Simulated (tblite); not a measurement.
# C5H11FO3Si: the cost of one run

The runs use tblite 0.8.0 and PySCF 2.14.0, with density-fitted response routines of our own; the level of theory stands in each step. All values are computed, except where a source is named. Atoms are numbered from 0 throughout.

**1. The starting structure**

21 atoms, charge 0, multiplicity 1; geometry from: force field or distance geometry start.

Bonds of the start (Å): C0–C1 1.51, C1–C2 1.51, C2–O3 1.24, C2–O4 1.36, O4–C5 1.45, C5–Si6 1.88, Si6–F7 1.61, Si6–O8 1.68, O8–C9 1.41, C0–H10 1.09, C0–H11 1.10, C0–H12 1.10, C1–H13 1.09, C1–H14 1.10, C5–H15 1.11, C5–H16 1.09, Si6–H17 1.48, C9–H18 1.10, C9–H19 1.09, C9–H20 1.09.

**2. Geometry optimisation with GFN2-xTB**

The job: settings as JSON, then the geometry in Å.

```
{"job": {"kind": "relax", "xc": "GFN2-xTB", "basis": "xTB"}, "charge": 0, "multiplicity": 1}
C     -3.556500    -1.176500    -0.085800
C     -2.527000    -0.524500     0.801200
C     -1.522600     0.290700     0.027600
O     -1.535200     0.458000    -1.196300
O     -0.618300     0.840800     0.881900
C      0.390700     1.675400     0.249800
Si     1.835500     0.848400    -0.629600
F      2.907600     1.985700    -1.014200
O      2.638400    -0.273300     0.327100
C      3.839900    -0.818300    -0.166600
H     -3.099600    -1.839900    -0.820300
H     -4.271800    -1.766600     0.513100
H     -4.138700    -0.414800    -0.624500
H     -3.015100     0.124300     1.532200
H     -1.977200    -1.300800     1.351200
H      0.811900     2.277700     1.080000
H     -0.093900     2.393900    -0.416800
H      1.412400     0.156800    -1.873200
H      4.605600    -0.037900    -0.299900
H      3.687100    -1.355900    -1.104500
H      4.218000    -1.526200     0.570900
```

On the command line:

```sh
$ OMP_NUM_THREADS=1 python probes_run.py task.json out
```

This one command runs all jobs of the session in turn.

Q: Estimate the wall time and peak memory of this first job on 1 thread of Arm Neoverse N1, shared host.

About 1.6 s, with a peak of 0.18 GiB.
